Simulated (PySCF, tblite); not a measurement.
**C6H8ClO radical: geometry, infrared bands and EPR parameters**

Wanted: the infrared bands and EPR parameters of C6H8ClO radical (`[H]/[C]=C(\Cl)OCC(=C)C`), by calculation.

Programs: tblite 0.8.0 and PySCF 2.14.0, with density-fitted response routines of our own. Each step states its level of theory. These are calculated values for one molecule in the gas phase, unless marked as measured. Atoms count from 0, in the outputs and in this text.

## 1. The molecule as given

16 atoms, charge 0, multiplicity 2; geometry from: force field or distance geometry start.

Bonds of the start (Å): C0–C1 1.33, C1–Cl2 1.75, C1–O3 1.40, O3–C4 1.40, C4–C5 1.47, C5–C6 1.33, C5–C7 1.50, C0–H8 1.07, C4–H9 1.12, C4–H10 1.12, C6–H11 1.09, C6–H12 1.10, C7–H13 1.10, C7–H14 1.12, C7–H15 1.12.

## 2. Geometry optimisation with GFN2-xTB

What the job is given:

```
{"job": {"kind": "relax", "xc": "GFN2-xTB", "basis": "xTB"}, "charge": 0, "multiplicity": 2}
C      2.905800     0.524900     0.913100
C      2.540100    -0.494700     0.141900
Cl     3.658800    -1.383000    -0.860400
O      1.181900    -0.840200     0.204200
C      0.283600     0.235600     0.118500
C     -1.139100    -0.140300     0.173400
C     -1.572200    -1.386400     0.314700
C     -2.143400     0.970100     0.078500
H      3.914800     0.880400     0.950100
H      0.463600     0.967700     0.943000
H      0.449000     0.770700    -0.855600
H     -0.829500    -2.176400     0.391900
H     -2.640000    -1.635200     0.373300
H     -3.171100     0.570300     0.112100
H     -1.919500     1.493200    -0.887300
H     -1.990600     1.652300     0.947200
```

Command:

```bash
$ OMP_NUM_THREADS=1 python probes_run.py task.json out
```

This one command runs all jobs of the session in turn.

**Question.** This job is followed by: GFN2-xTB harmonic vibrations, gas phase; UKS B3LYP, pcH-1 on C Cl H O, non-relativistic, mean-field spin-orbit, GIAO. What will the session give for the following? strongest single infrared mode (GFN2-xTB); zero-point energy (GFN2-xTB); g(iso) (B3LYP); ⟨S²⟩; largest a(iso) (averaged by class); potential on the surface of density 0.002 e/bohr³, 1st and 99th percentile.

The runs gave:

```
                                                                  quantity                  value
                                 strongest single infrared mode (GFN2-xTB)  1107 cm⁻¹, 277 km/mol
                                              zero-point energy (GFN2-xTB)          74.9 kcal/mol
                                                            g(iso) (B3LYP)                2.00178
                                                                      ⟨S²⟩     0.758 (exact 0.75)
                                        largest a(iso) (averaged by class)   13C on C0, 242.1 MHz
potential on the surface of density 0.002 e/bohr³, 1st and 99th percentile     -0.86 V and 1.32 V
```

In words: The optimisation took 126 steps and gained 0.666 eV; among the close pairs (by a distance rule), C1–O3 changed most, from 1.403 to 1.331 Å. No mode is imaginary among the 42: a minimum at this level. The strongest single mode, at 1107 cm⁻¹, moves mainly O3. Unscaled tight-binding wavenumbers are off by several per cent, some by more. Its intensities can rank the bands wrongly. Most of the unpaired spin sits on C0 (0.98 e). The isotropic g lies 0.5 ppt below the free-electron value. These values are for one conformer; the search (at its own cheap level) found 2 more, at 0.54, 0.89 kcal/mol, and measured spectra average over such forms.
